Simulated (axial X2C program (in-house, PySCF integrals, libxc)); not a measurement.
# A two-component session on InAg⁺: EOM-IP-CCSD levels

Aim: EOM-IP-CCSD levels of InAg⁺, with spin–orbit coupling in the Hamiltonian from the start.

Program: an in-house X2C program for linear molecules on PySCF integrals. Level of theory: two-component X2C with atomic mean-field terms, In dyall-cv3z, Ag dyall-cv3z. These are calculated values, not measurements.

## Step 1: Set-up

Input file task.json:

```json
{
 "zs": [
  49,
  47
 ],
 "q": 1,
 "bas": [
  "dyall-cv3z",
  "dyall-cv3z"
 ],
 "r0": 2.7,
 "eom": "ip",
 "rq": 0,
 "thr": -1.0,
 "nmax": 95,
 "grid": [
  1,
  0.96,
  1.045,
  0.92,
  1.09,
  1.15
 ]
}
```

Keys: zs atomic numbers; q charge; bas basis sets; r0 starting distance in Å; eom kind of EOM run; thr threshold in hartree for freezing inner shells (an s shell follows its p shell); nmax most natural virtual spinors; grid distances as factors.

On the command line:

```sh
$ python soeom.py task.json out
```

Further steps of the session: EOM-IP-CCSD at 2.723 Å.

What does the calculation give? Wanted: next root led by one particle; T1 of the reference.

As calculated:

```
                     quantity                             value
       lowest root at 2.723 Å                 Ω = 1/2, 6.553 eV
next root led by one particle  Ω = 1/2, about 31180 cm⁻¹ higher
          T1 of the reference                             0.030
```

**Reading.** Removing an electron from the reference determinant of InAg costs 6.55 eV and empties a spinor of 56% In pσ, 33% Ag sσ, 7% In sσ. Errors of 0.1 to 0.3 eV are usual at this size, and roots led by higher excitations are left out, so the list is incomplete, and low states of that kind can be missing. T1 or the largest double amplitude of the reference is raised, which lowers the reliability.
